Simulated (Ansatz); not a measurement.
# Nudged elastic band run: H3C18N

The input (input.yaml):

```yaml
crystal:
  lattice:
    - [7.398, 0.0, 0.0]
    - [-3.699, 6.406856, 0.0]
    - [0.0, 0.0, 12.0]
  atoms:
    - { symbol: C, position: [0.00071146, -0.00678705, 0.05802125] }
    - { symbol: C, position: [0.22408607, 0.10494205, 0.05808256] }
    - { symbol: C, position: [0.00047686, 0.32852484, 0.05761172] }
    - { symbol: C, position: [0.22433725, 0.44042503, 0.05802118] }
    - { symbol: C, position: [0.00262155, 0.662065, 0.05750856] }
    - { symbol: C, position: [0.22212956, 0.77178493, 0.05793177] }
    - { symbol: C, position: [0.33383387, -0.00485209, 0.0581136] }
    - { symbol: C, position: [0.55767409, 0.10709525, 0.05792066] }
    - { symbol: C, position: [0.33604051, 0.32873993, 0.05804104] }
    - { symbol: C, position: [0.55557136, 0.43856335, 0.05777167] }
    - { symbol: C, position: [0.3340867, 0.65996629, 0.05810125] }
    - { symbol: C, position: [0.55745226, 0.7715804, 0.05813849] }
    - { symbol: C, position: [0.66933927, -0.00462513, 0.05805624] }
    - { symbol: C, position: [0.88883751, 0.10512786, 0.05794478] }
    - { symbol: C, position: [0.66745442, 0.32666873, 0.05739621] }
    - { symbol: C, position: [0.89078085, 0.43834967, 0.05711791] }
    - { symbol: C, position: [0.66724957, 0.6618493, 0.05791003] }
    - { symbol: C, position: [0.89094824, 0.77368697, 0.0578057] }
    - { symbol: "N", position: [0.83419051, 0.41922412, 0.33333155] }
    - { symbol: H, position: [0.83033932, 0.37775628, 0.41491917] }
    - { symbol: H, position: [0.70509024, 0.29924313, 0.29670223] }
    - { symbol: H, position: [0.95905161, 0.41677096, 0.29855192] }
basis:
  ecutwfc: 420.0
kpoints:
  mp_grid: { grid: [2, 2, 1] }
hamiltonian:
  xc: pbe
  dispersion: d3bj
  pseudopotentials: { kind: paw, azcp: { folder: soft_1 } }
scf:
  occupations: { method: gaussian, width: 0.05 }
  lower_state_search: "off"
  max_iter: 79
neb:
  images: 3
  f_tol: 0.05
  max_iterations: 49
  order_check: false
  spring: 0.05
  optimiser: fire
  final_atoms:
    - { symbol: C, position: [0.00262155, -0.00460167, 0.05750856] }
    - { symbol: C, position: [0.22212956, 0.10511826, 0.05793177] }
    - { symbol: C, position: [0.00071146, 0.32654628, 0.05802125] }
    - { symbol: C, position: [0.22408607, 0.43827538, 0.05808256] }
    - { symbol: C, position: [0.00047686, 0.66185817, 0.05761172] }
    - { symbol: C, position: [0.22433725, 0.77375836, 0.05802118] }
    - { symbol: C, position: [0.3340867, -0.00670038, 0.05810125] }
    - { symbol: C, position: [0.55745226, 0.10491373, 0.05813849] }
    - { symbol: C, position: [0.33383387, 0.32848124, 0.0581136] }
    - { symbol: C, position: [0.55767409, 0.44042858, 0.05792066] }
    - { symbol: C, position: [0.33604051, 0.66207326, 0.05804104] }
    - { symbol: C, position: [0.55557136, 0.77189668, 0.05777167] }
    - { symbol: C, position: [0.66724957, -0.00481737, 0.05791003] }
    - { symbol: C, position: [0.89094824, 0.1070203, 0.0578057] }
    - { symbol: C, position: [0.66933927, 0.3287082, 0.05805624] }
    - { symbol: C, position: [0.88883751, 0.43846119, 0.05794478] }
    - { symbol: C, position: [0.66745442, 0.66000206, 0.05739621] }
    - { symbol: C, position: [0.89078085, 0.771683, 0.05711791] }
    - { symbol: "N", position: [0.83419051, 0.75255745, 0.33333155] }
    - { symbol: H, position: [0.83033932, 0.71108961, 0.41491917] }
    - { symbol: H, position: [0.70509024, 0.63257646, 0.29670223] }
    - { symbol: H, position: [0.95905161, 0.75010429, 0.29855192] }
```

Run as:

```bash
$ ansatz run input.yaml --threads 1 --pin off --max-ram 3072MiB --backend cpu --events-out ev --progress --plain --runs-dir out
```

Output, in part (warnings, iteration lines):

```
NEB end point (image 0): max|allowed force component| = 2.062e-2 eV/Å (the criterion of neb.relax_end_points is 1.000e-2)
NEB end point (image 4): max|allowed force component| = 2.062e-2 eV/Å (the criterion of neb.relax_end_points is 1.000e-2)
NEB iter   1: max|band force component| = 2.773e-1 eV/Å  barrier→ = 0.0157 eV  barrier← = 0.0157 eV  CI = image 2  Δτ_max = 0.0040 Å  (51 SCF iters)
NEB iter   2: max|band force component| = 6.349e-2 eV/Å  barrier→ = 0.0037 eV  barrier← = 0.0037 eV  CI = image 2  Δτ_max = 0.0009 Å  (20 SCF iters)
NEB iter   3: max|band force component| = 1.821e-2 eV/Å  barrier→ = 0.0034 eV  barrier← = 0.0034 eV  CI = image 2  Δτ_max = 0.0000 Å  (16 SCF iters)
```

It converged. The top lies less than 8 meV above the higher end, about what the thresholds resolve: the motion is nearly free. The order of the stationary point at the top wasn't checked. Limits of this set-up: slab without dipole correction.

Final band:

```json
{"image": "0", "path coordinate (Å)": "0.00", "energy (eV)": "0.000"}
{"image": "1", "path coordinate (Å)": "1.12", "energy (eV)": "0.002"}
{"image": "2", "path coordinate (Å)": "2.23", "energy (eV)": "0.003"}
{"image": "3", "path coordinate (Å)": "3.35", "energy (eV)": "0.001"}
{"image": "4", "path coordinate (Å)": "4.46", "energy (eV)": "0.000"}
```

The run took 110 s on 1 thread of Arm Neoverse V2 (shared host), peak memory 0.82 GiB.
